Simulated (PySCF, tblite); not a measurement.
# CH₅BGeO₄, a small gas-phase stand-in for a defect centre: NMR shifts, core binding energies, electronic excitations and spin-spin couplings, part 2 of 2

tblite 0.8.0 and PySCF 2.14.0. Atoms count from 0, parts from 1. Earlier steps stand in the parts before.

## Step 7: Indirect couplings: B3LYP/pcSseg-1+pcJ-1

Job settings and geometry (Å):

```
{"job": {"kind": "j", "xc": "B3LYP", "basis": "pcJ-1"}, "charge": 0, "multiplicity": 1}
C      1.928981    -0.413685     0.525658
O      1.725855     0.825353     0.244723
Ge     0.192909     1.876471     0.089189
O      0.778035    -1.093067     0.721677
B     -0.296523    -1.327558    -0.106926
O     -0.309865    -0.800877    -1.360784
O     -1.328080    -2.091456     0.336428
H      0.034053     2.156787    -1.403765
H      0.618098     3.119686     0.878305
H     -1.042286     1.219385     0.720677
H     -1.088623    -1.076505    -1.855623
H     -1.173992    -2.422198     1.227453
```

Level: B3LYP/pcJ-1 Ge:pcSseg-1 indirect spin-spin coupling, non-relativistic, gas phase.

The program printed:

```text
coarse grid: 50856 points
cycle   1  E = -2443.5032773160  dE =  4.317e-01  |g| = 1.535e+00  |ddm| = 3.128e+00
cycle   2  E = -2443.0792676496  dE =  4.240e-01  |g| = 2.181e+00  |ddm| = 1.905e+00
cycle   3  E = -2443.7835498956  dE = -7.043e-01  |g| = 3.334e-01  |ddm| = 1.291e+00
cycle   4  E = -2443.7989251205  dE = -1.538e-02  |g| = 1.466e-01  |ddm| = 2.382e-01
cycle   5  E = -2443.8023086950  dE = -3.384e-03  |g| = 3.551e-02  |ddm| = 8.946e-02
cycle   6  E = -2443.8024736760  dE = -1.650e-04  |g| = 8.502e-03  |ddm| = 1.954e-02
cycle   7  E = -2443.8024827099  dE = -9.034e-06  |g| = 2.865e-03  |ddm| = 5.372e-03
final grid: 107152 points
cycle   8  E = -2443.8024270019  dE =  2.133e-06  |g| = 4.656e-03  |ddm| = 3.699e-03
cycle   9  E = -2443.8024205279  dE =  6.474e-06  |g| = 7.848e-03  |ddm| = 5.890e-03
cycle  10  E = -2443.8024304356  dE = -9.908e-06  |g| = 3.901e-04  |ddm| = 3.714e-03
cycle  11  E = -2443.8024304563  dE = -2.070e-08  |g| = 2.935e-05  |ddm| = 2.433e-04
cycle  12  E = -2443.8024304565  dE = -1.260e-10  |g| = 8.028e-06  |ddm| = 2.025e-05
converged SCF energy = -2443.8024304565

Indirect spin-spin couplings (Hz)
  i      j    bonds     total        FC       PSO       DSO        SD
  0 C    1 O    1     50.644    32.669    15.982    -0.161     2.154
  0 C    3 O    1     86.000    72.126    11.564    -0.156     2.466
  0 C    4 B    2     -6.693    -6.887     0.637    -0.041    -0.402
  0 C    5 O    3     -7.076    -7.022    -0.087    -0.015     0.048
  0 C    6 O    3      0.752     1.039    -0.285     0.051    -0.053
  0 C    7 H    3     -1.428    -1.200     0.241    -0.513     0.044
  0 C    8 H    3     -0.621    -0.357     0.278    -0.581     0.039
  0 C    9 H    3      9.213     9.491     0.044    -0.240    -0.082
  0 C   10 H    4      2.173     2.108     0.584    -0.535     0.016
  1 O    3 O    2      4.054    10.388    -5.863     0.014    -0.484
  1 O    4 B    3     -3.778    -3.816    -0.048    -0.023     0.109
  1 O    5 O    4     -1.148    -1.158     0.052     0.019    -0.060
  1 O    7 H    2     -6.829    -7.064    -0.060     0.226     0.069
  1 O    8 H    2    -14.026   -14.227     0.007     0.136     0.058
  1 O    9 H    2      2.305     2.036    -0.154     0.366     0.056
  1 O   10 H    5      0.347     0.367    -0.249     0.227     0.001
  3 O    4 B    1    -12.343   -15.570     3.547    -0.257    -0.063
  3 O    5 O    2     -1.245    -0.103    -1.333     0.009     0.182
  3 O    6 O    2     -2.385    -1.178    -1.397     0.003     0.188
  3 O    7 H    4      0.907     0.678     0.006     0.207     0.017
  3 O    8 H    4     -1.225    -1.500    -0.022     0.285     0.012
  3 O    9 H    4     -1.233    -1.079     0.079    -0.222    -0.011
  3 O   10 H    3     -0.654    -0.917    -0.127     0.350     0.039
  3 O   11 H    3     -0.598    -1.066     0.506    -0.174     0.136
  4 B    5 O    1    -16.293   -20.426     4.513    -0.207    -0.172
  4 B    6 O    1    -15.451   -19.667     4.579    -0.187    -0.176
  4 B    7 H    5     -0.483    -0.392    -0.010    -0.082     0.000
  4 B    9 H    5      0.859     0.450    -0.520     0.940    -0.010
  4 B   10 H    2     -3.218    -2.239    -0.421    -0.498    -0.060
  4 B   11 H    2     -4.081    -3.084    -0.384    -0.558    -0.056
  5 O    6 O    2     -1.319    -0.172    -1.429    -0.007     0.289
  5 O    7 H    6     -2.130    -2.080     0.195    -0.234    -0.011
  5 O    8 H    6     -3.823    -4.133    -0.078     0.390    -0.002
  5 O    9 H    6     -1.506    -1.407     0.108    -0.184    -0.022
  5 O   10 H    1    -86.223   -73.408   -12.028    -0.429    -0.358
  5 O   11 H    3     -0.739    -1.031    -0.162     0.403     0.051
  6 O    9 H    6     -0.245    -0.095     0.067    -0.182    -0.035
  6 O   10 H    3     -0.362    -0.879     0.443    -0.089     0.162
  6 O   11 H    1    -87.097   -74.381   -11.966    -0.361    -0.389
  7 H    8 H    2     25.939    29.627     1.164    -4.852         -
  7 H    9 H    2     22.528    26.295     1.012    -4.780         -
  7 H   10 H    7      0.527     0.000     0.272     0.255         -
  7 H   11 H    7     -0.525    -0.038     0.952    -1.440         -
  8 H    9 H    2     25.588    29.036     0.984    -4.431         -
  8 H   10 H    7     -1.425     0.094     1.140    -2.659         -
  8 H   11 H    7     -0.752     0.005     0.592    -1.349         -
```

It took 92 s on 1 thread of Arm Neoverse V2, shared host; peak memory 1.1 GiB.

Beyond four bonds or across contacts, the largest of 1 Hz or more: O5–H8 -3.8 Hz, O5–H7 -2.1 Hz, O5–H9 -1.5 Hz, H8–H10 -1.4 Hz.

A choice of the couplings up to four bonds, sorted by the number of bonds; isotopes 11B, 13C, 1H, 17O:

```csv
pair,bonds,J (Hz),Fermi contact (Hz),dihedral (°)
O6–H11,1,-87.1,-74.4,–
O5–H10,1,-86.2,-73.4,–
C0–O3,1,86.0,72.1,–
C0–O1,1,50.6,32.7,–
B4–O5,1,-16.3,-20.4,–
B4–O6,1,-15.5,-19.7,–
O3–B4,1,-12.3,-15.6,–
H7–H8,2,25.9,29.6,–
H8–H9,2,25.6,29.0,–
H7–H9,2,22.5,26.3,–
O1–H8,2,-14.0,-14.2,–
O1–H7,2,-6.8,-7.1,–
C0–B4,2,-6.7,-6.9,–
B4–H11,2,-4.1,-3.1,–
O1–O3,2,4.1,10.4,–
B4–H10,2,-3.2,-2.2,–
C0–H9,3,9.2,9.5,16
C0–O5,3,-7.1,-7.0,-2
O1–B4,3,-3.8,-3.8,60
C0–H7,3,-1.4,-1.2,-108
C0–H10,4,2.2,2.1,–
O3–H9,4,-1.2,-1.1,–
O3–H8,4,-1.2,-1.5,–
O1–O5,4,-1.1,-1.2,–
```

The spin-dipole term was solved for some atoms only; pairs without it lack that part.

The response was solved for the nuclei of B, C, H, O alone, so couplings that need other nuclei can be missing.

Quadrupole couplings from the field gradients of the same density:

```csv
atom,isotope,eQq/h (MHz),η
Ge2,73Ge,-95.8,0.10
O5,17O,-8.459,0.33
O6,17O,-8.392,0.31
O3,17O,-8.014,0.60
O1,17O,-7.804,0.65
B4,11B,2.231,0.32
```

## Step 8: Outcome

The summary covers parts 1 to 2.

| quantity | value |
| --- | --- |
| point group | C1 |
| rotational constants (main isotopes) | 3.08, 1.14, 0.97 GHz |
| $^{13}$C shifts against TMS (PBE0/pcSseg-1) | 326.9 ppm |
| $^{1}$H shifts against TMS (PBE0/pcSseg-1) | 5.60, 4.98, 4.89, 3.45, 3.23 ppm |
| $^{17}$O shifts against H2O (PBE0/pcSseg-1) | 319.5, 311.8, 88.1, 87.1 ppm |
| $^{73}$Ge shifts against GeMe4 (PBE0/pcSseg-1) | -146 ppm |
| $^{11}$B shifts against BF3·OEt2 (PBE0/pcSseg-1) | 13.5 ppm |
| O1s binding energies, SCAN/pcX-2 (standing for 3 of 4 atoms) | O5 539.64, O3 539.10, O1 538.93 eV |
| C1s binding energies, SCAN/pcX-2 | C0 293.65 eV |
| B1s binding energies, SCAN/pcX-2 | B4 198.68 eV |
| lowest singlet (CAM-B3LYP/def2-SVPD) | 4.14 eV (300 nm), f = 0.018 |
| brightest single state of those computed | state 2, 5.62 eV, f = 0.122 |
| lowest triplet | 2.27 eV |
| vertical ionisation energy (ΔSCF) | 8.59 eV |
| largest coupling of the table (B3LYP/pcSseg-1+pcJ-1) | $^{1}J$(O,H) O6–H11, -87.1 Hz |

The start of the PBE0/def2-SVP relaxation was shaken at random by about 0.01 Å, so part of the energy gained, and of the first lengths quoted, undoes that. Over 12 steps the energy fell by 0.223 eV; of the close pairs, C0–O3 changed most, 1.313 to 1.351 Å (PBE0/def2-SVP). No frequency check was run at this level, so the end point may be a saddle. Hydrogens of an XH3 group are listed apart at this fixed geometry; free rotation makes them one line at their mean. At PBE0/pcSseg-1: The largest span, 554 ppm, is at C0, where the paramagnetic term is -385 ppm. At SCAN/pcX-2: O5 (oxygen bonded to B, H) binds its O1s electron 0.72 eV more tightly than O1 (oxygen bonded to C, Ge). Only 3 of the 4 O atoms are covered by sound results. Couplings across rotatable bonds belong to this one conformer; where others are populated, the observed values are averages. Spin-orbit coupling is left out, which matters for shieldings and couplings at and beside the heavy atoms. A capped cluster stands for the solid here, so long-range fields and strain are missing, and bands or shifts of the capping hydrogens have no counterpart in it.
